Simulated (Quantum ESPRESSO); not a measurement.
# AlCl (aluminium monochloride) in Quantum ESPRESSO: real-space fields with PBE

Aim: the real-space fields of AlCl (aluminium monochloride) with PBE.

Program: Quantum ESPRESSO 7.5. These are calculated values, not measurements. Logs are shortened: lines on timing, memory, paths and dates and some standing lists are left out, and cuts for length are marked.

## Step 1: Starting point

The cell holds a molecule in a box, 2 atoms: a = 9.000 Å, b = 9.000 Å, c = 12.000 Å, α = 90.00°, β = 90.00°, γ = 90.00°.

## Step 2: Real-space fields, PBE

pw.in reads:

```
&CONTROL
  calculation = 'scf'
  prefix = 'pwscf'
  outdir = './tmp'
  pseudo_dir = './pseudo'
  tprnfor = .true.
  disk_io = 'low'
/
&SYSTEM
  ibrav = 0
  celldm(1) = 8
  nat = 2
  ntyp = 2
  ecutwfc = 58
  nbnd = 10
  occupations = 'smearing'
  smearing = 'fd'
  degauss = 0.00367493
/
&ELECTRONS
  conv_thr = 4d-10
  electron_maxstep = 120
  mixing_beta = 0.5
/
ATOMIC_SPECIES
Al    26.9815 Al.upf
Cl    35.4500 Cl.upf
CELL_PARAMETERS alat
  2.1259418902040   0.0000000000000   0.0000000000000
  0.0000000000000   2.1259418902040   0.0000000000000
  0.0000000000000   0.0000000000000   2.8345891869387
ATOMIC_POSITIONS crystal
Al     0.5014444400    0.5023333300    0.4140786200
Cl     0.5014444400    0.5023333300    0.5915880400
K_POINTS gamma
```

pp_density.in reads:

```
&INPUTPP
  prefix = 'pwscf'
  outdir = './tmp'
  filplot = 'density.dat'
  plot_num = 0
/
&PLOT
  nfile = 1
  filepp(1) = 'density.dat'
  iflag = 3
  output_format = 6
  fileout = 'density.cube'
/
```

pp_potential.in reads:

```
&INPUTPP
  prefix = 'pwscf'
  outdir = './tmp'
  filplot = 'potential.dat'
  plot_num = 11
/
&PLOT
  nfile = 1
  filepp(1) = 'potential.dat'
  iflag = 3
  output_format = 6
  fileout = 'potential.cube'
/
```

pp_elf.in reads:

```
&INPUTPP
  prefix = 'pwscf'
  outdir = './tmp'
  filplot = 'elf.dat'
  plot_num = 8
/
&PLOT
  nfile = 1
  filepp(1) = 'elf.dat'
  iflag = 3
  output_format = 6
  fileout = 'elf.cube'
/
```

pp_potential_ks.in reads:

```
&INPUTPP
  prefix = 'pwscf'
  outdir = './tmp'
  filplot = 'potential_ks.dat'
  plot_num = 1
/
&PLOT
  nfile = 1
  filepp(1) = 'potential_ks.dat'
  iflag = 3
  output_format = 6
  fileout = 'potential_ks.cube'
/
```

Potentials or basis: PseudoDojo 0.4.1 SR PBE standard.

Command:

```sh
$ OMP_NUM_THREADS=1 pw.x -in pw.in > pw.out
$ OMP_NUM_THREADS=1 pp.x -in pp_density.in > pp_density.out
$ OMP_NUM_THREADS=1 pp.x -in pp_potential.in > pp_potential.out
$ OMP_NUM_THREADS=1 pp.x -in pp_elf.in > pp_elf.out
$ OMP_NUM_THREADS=1 pp.x -in pp_potential_ks.in > pp_potential_ks.out
```

pw.out:

```text
This program is part of the open-source Quantum ESPRESSO suite
     for quantum simulation of materials; please cite
         "P. Giannozzi et al., J. Phys.:Condens. Matter 21 395502 (2009);
         "P. Giannozzi et al., J. Phys.:Condens. Matter 29 465901 (2017);
         "P. Giannozzi et al., J. Chem. Phys. 152 154105 (2020);
     in publications or presentations arising from this work. More details at

     gamma-point specific algorithms are used

     G-vector sticks info
     --------------------
     sticks:   dense  smooth     PW     G-vecs:    dense   smooth      PW
     Sum        5345    5345   1329               391541   391541   48919

     Using Slab Decomposition

     bravais-lattice index     =            0
     lattice parameter (alat)  =       8.0000  a.u.
     unit-cell volume          =    6559.3811 (a.u.)^3
     number of atoms/cell      =            2
     number of atomic types    =            2
     number of electrons       =        10.00
     number of Kohn-Sham states=           10
     kinetic-energy cutoff     =      58.0000  Ry
     charge density cutoff     =     232.0000  Ry
     scf convergence threshold =      4.0E-10
     mixing beta               =       0.5000
     number of iterations used =            8  plain     mixing
     Exchange-correlation= PBE
                           (   1   4   3   4   0   0   0)

     celldm(1)=   8.000000  celldm(2)=   0.000000  celldm(3)=   0.000000
     celldm(4)=   0.000000  celldm(5)=   0.000000  celldm(6)=   0.000000

     crystal axes: (cart. coord. in units of alat)
               a(1) = (   2.125942   0.000000   0.000000 )
               a(2) = (   0.000000   2.125942   0.000000 )
               a(3) = (   0.000000   0.000000   2.834589 )

     reciprocal axes: (cart. coord. in units 2 pi/alat)
               b(1) = (  0.470380  0.000000  0.000000 )
               b(2) = (  0.000000  0.470380  0.000000 )
               b(3) = (  0.000000  0.000000  0.352785 )

     PseudoPot. # 1 for Al read from file:
     Al.upf
     Pseudo is Norm-conserving + core correction, Zval =  3.0
     Generated using ONCVPSP code by D. R. Hamann
     Using radial grid of 1876 points,  6 beta functions with:
                l(1) =   0
                l(2) =   0
                l(3) =   1
                l(4) =   1
                l(5) =   2
                l(6) =   2

     PseudoPot. # 2 for Cl read from file:
     Cl.upf
     Pseudo is Norm-conserving + core correction, Zval =  7.0
     Generated using ONCVPSP code by D. R. Hamann
     Using radial grid of 1028 points,  6 beta functions with:
                l(1) =   0
                l(2) =   0
                l(3) =   1
                l(4) =   1
                l(5) =   2
                l(6) =   2

     atomic species   valence    mass     pseudopotential
     Al                3.00    26.98150     Al( 1.00)
     Cl                7.00    35.45000     Cl( 1.00)

     No symmetry found

   Cartesian axes

     site n.     atom                  positions (alat units)
         1        Al     tau(   1) = (   1.0660417   1.0679315   1.1737428  )
         2        Cl     tau(   2) = (   1.0660417   1.0679315   1.6769091  )

     number of k points=     1  Fermi-Dirac smearing, width (Ry)=  0.0037
                       cart. coord. in units 2pi/alat
        k(    1) = (   0.0000000   0.0000000   0.0000000), wk =   2.0000000

     Dense  grid:   195771 G-vectors     FFT dimensions: (  90,  90, 120)

     Initial potential from superposition of free atoms

     starting charge       9.9975, renormalised to      10.0000

     negative rho (up, down):  5.181E-05 0.000E+00
     Starting wfcs are    8 randomized atomic wfcs +    2 random wfcs

     Self-consistent Calculation

     iteration #  1     ecut=    58.00 Ry     beta= 0.50
     Davidson diagonalization with overlap
     ethr =  1.00E-02,  avg # of iterations =  8.0

     Threshold (ethr) on eigenvalues was too large:
     Diagonalizing with lowered threshold

     Davidson diagonalization with overlap
     ethr =  9.00E-04,  avg # of iterations =  1.0

     negative rho (up, down):  1.007E-05 0.000E+00

     total energy              =     -37.43407678 Ry
     estimated scf accuracy    <       0.09174292 Ry

     iteration #  2     ecut=    58.00 Ry     beta= 0.50
     Davidson diagonalization with overlap
     ethr =  9.17E-04,  avg # of iterations =  2.0

     negative rho (up, down):  3.119E-06 0.000E+00

     total energy              =     -37.45363083 Ry
     estimated scf accuracy    <       0.01258858 Ry

     iteration #  3     ecut=    58.00 Ry     beta= 0.50
     Davidson diagonalization with overlap
     ethr =  1.26E-04,  avg # of iterations = 17.0

     negative rho (up, down):  6.828E-08 0.000E+00

     total energy              =     -37.45488134 Ry
     estimated scf accuracy    <       0.00164269 Ry

     iteration #  4     ecut=    58.00 Ry     beta= 0.50
     Davidson diagonalization with overlap
     ethr =  1.64E-05,  avg # of iterations = 10.0

     total energy              =     -37.45500515 Ry
     estimated scf accuracy    <       0.00005407 Ry

     iteration #  5     ecut=    58.00 Ry     beta= 0.50
     Davidson diagonalization with overlap
     ethr =  5.41E-07,  avg # of iterations =  3.0

     total energy              =     -37.45501867 Ry
     estimated scf accuracy    <       0.00000490 Ry

     iteration #  6     ecut=    58.00 Ry     beta= 0.50
     Davidson diagonalization with overlap
     ethr =  4.90E-08,  avg # of iterations =  2.0

     total energy              =     -37.45501951 Ry
     estimated scf accuracy    <       0.00000073 Ry

     iteration #  7     ecut=    58.00 Ry     beta= 0.50
     Davidson diagonalization with overlap
     ethr =  7.30E-09,  avg # of iterations =  2.0

     total energy              =     -37.45501970 Ry
     estimated scf accuracy    <       0.00000010 Ry

     iteration #  8     ecut=    58.00 Ry     beta= 0.50
     Davidson diagonalization with overlap
     ethr =  1.04E-09,  avg # of iterations =  2.0

     total energy              =     -37.45501972 Ry
     estimated scf accuracy    <          6.5E-09 Ry

     iteration #  9     ecut=    58.00 Ry     beta= 0.50
     Davidson diagonalization with overlap
     ethr =  6.48E-11,  avg # of iterations =  3.0

     total energy              =     -37.45501972 Ry
     estimated scf accuracy    <          7.7E-10 Ry

     iteration # 10     ecut=    58.00 Ry     beta= 0.50
     Davidson diagonalization with overlap
     ethr =  7.71E-12,  avg # of iterations =  3.0

     End of self-consistent calculation

          k = 0.0000 0.0000 0.0000 ( 24460 PWs)   bands (ev):

   -19.6285  -9.5452  -7.5200  -7.5200  -5.6390  -1.9286  -1.9286  -0.2475
     0.0345   0.8729

     the Fermi energy is    -4.0024 ev

!    total energy              =     -37.45501972 Ry
     estimated scf accuracy    <          7.9E-11 Ry
     smearing contrib. (-TS)   =      -0.00000000 Ry
     internal energy E=F+TS    =     -37.45501972 Ry

     The total energy is F=E-TS. E is the sum of the following terms:
     one-electron contribution =     -47.06184116 Ry
     hartree contribution      =      24.70376277 Ry
     xc contribution           =     -10.86664899 Ry
     ewald contribution        =      -4.23029234 Ry

     convergence has been achieved in  10 iterations

     Forces acting on atoms (cartesian axes, Ry/au):

     atom    1 type  1   force =     0.00000106    0.00000022   -0.01442632
     atom    2 type  2   force =    -0.00000106   -0.00000022    0.01442632

     Total force =     0.020402     Total SCF correction =     0.000020

=------------------------------------------------------------------------------=
   JOB DONE.
=------------------------------------------------------------------------------=
```

Run time: 48 s. Hardware: 1 thread of AMD EPYC (Zen 3), shared host; peak memory 0.31 GiB.

Results:

```
Free energy                     : -509.6015 eV
Largest force                   : 0.371 eV/Å
Gap between the frontier levels : 3.71 eV
Dipole moment                   : 1.44 D
```

Forces in eV/Å, atoms in the order of the input:
```
Al   0.000  0.000 -0.371
Cl   0.000  0.000  0.371
```

Caveat: this is a molecule in a periodic box, so the gap is that between its Kohn-Sham HOMO and LUMO and the box isn't a crystal. As with any semilocal functional, this PBE gap is likely too small.
